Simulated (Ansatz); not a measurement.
# FH3NSn radical: how energies converge with the basis set

The task here is to estimate one member of a computed series from the others.

Computed with Ansatz 0.2.0, Gaussian basis. Level: one geometry, several basis sets.

Levels to be run: PBE0-D4/def2-SVP; ωB97M-V/def2-SVP; PBE0-D4/def2-QZVPP; ωB97M-V/def2-QZVPP; the functionals' def2-TZVPP values are taken from earlier runs.

## Structure used throughout

An earlier PBE0-D4 in a triple-zeta def2 set relaxation fixed the geometry. Sn takes the def2 core potential; no spin-orbit term is included.

SMILES `[NH2][SnH][F]`, 6 atoms, charge 0, spin multiplicity 2.

Atoms are counted from 1 here; the program's logs count them from 0.

Bond lengths: N1–Sn2 2.034 Å, N1–H4 1.014 Å, N1–H5 1.013 Å, Sn2–F3 1.936 Å, Sn2–H6 1.745 Å. Angles: Sn2–N1–H4 112.9°, Sn2–N1–H5 116.2°, H4–N1–H5 108.3°, N1–Sn2–F3 98.4°, N1–Sn2–H6 108.0°, F3–Sn2–H6 104.2°.

Set-up of the first run:

Input file in.yaml:

```yaml
crystal:
  periodic: [false, false, false]
  atoms:
    - {symbol: N, position_ang: [-0.572282, 0.218575, -0.844468]}
    - {symbol: Sn, position_ang: [0.195965, -0.531838, 0.883017]}
    - {symbol: F, position_ang: [2.076089, -0.368673, 0.452629]}
    - {symbol: H, position_ang: [-0.046406, -0.061929, -1.664808]}
    - {symbol: H, position_ang: [-1.552872, 0.032098, -1.016517]}
    - {symbol: H, position_ang: [-0.058494, 0.647768, 2.143946]}
basis:
  gaussian: {orbitals: def2-SVP}
magnetization: {spin_polarized: true, initial_magnetization: 1}
hamiltonian: {xc: pbe0, dispersion: d4}
output: {orbitals: {seedname: orbitals}}
```

Among the steps run: PBE0-D4 in def2-SVP; ωB97M-V in def2-SVP; PBE0-D4 in def2-QZVPP; ωB97M-V in def2-QZVPP.

One of the session's tables, all rows but one given; the rest of the session is left out.

It belongs to the step «Density functionals: the series». 

```
functional       basis  HOMO (eV)  LUMO (eV)
   PBE0-D4    def2-SVP      -6.21      -3.28
   PBE0-D4  def2-TZVPP          ?          ?
   PBE0-D4  def2-QZVPP      -6.43      -3.48
   ωB97M-V    def2-SVP      -8.22      -1.47
   ωB97M-V  def2-TZVPP      -8.44      -1.71
   ωB97M-V  def2-QZVPP      -8.48      -1.79
```

Estimate the missing values for PBE0-D4, def2-TZVPP.

**Answer.** HOMO (eV): -6.39; LUMO (eV): -3.44. In the column «HOMO (eV)» it lies between PBE0-D4, def2-QZVPP (-6.43) and PBE0-D4, def2-SVP (-6.21).
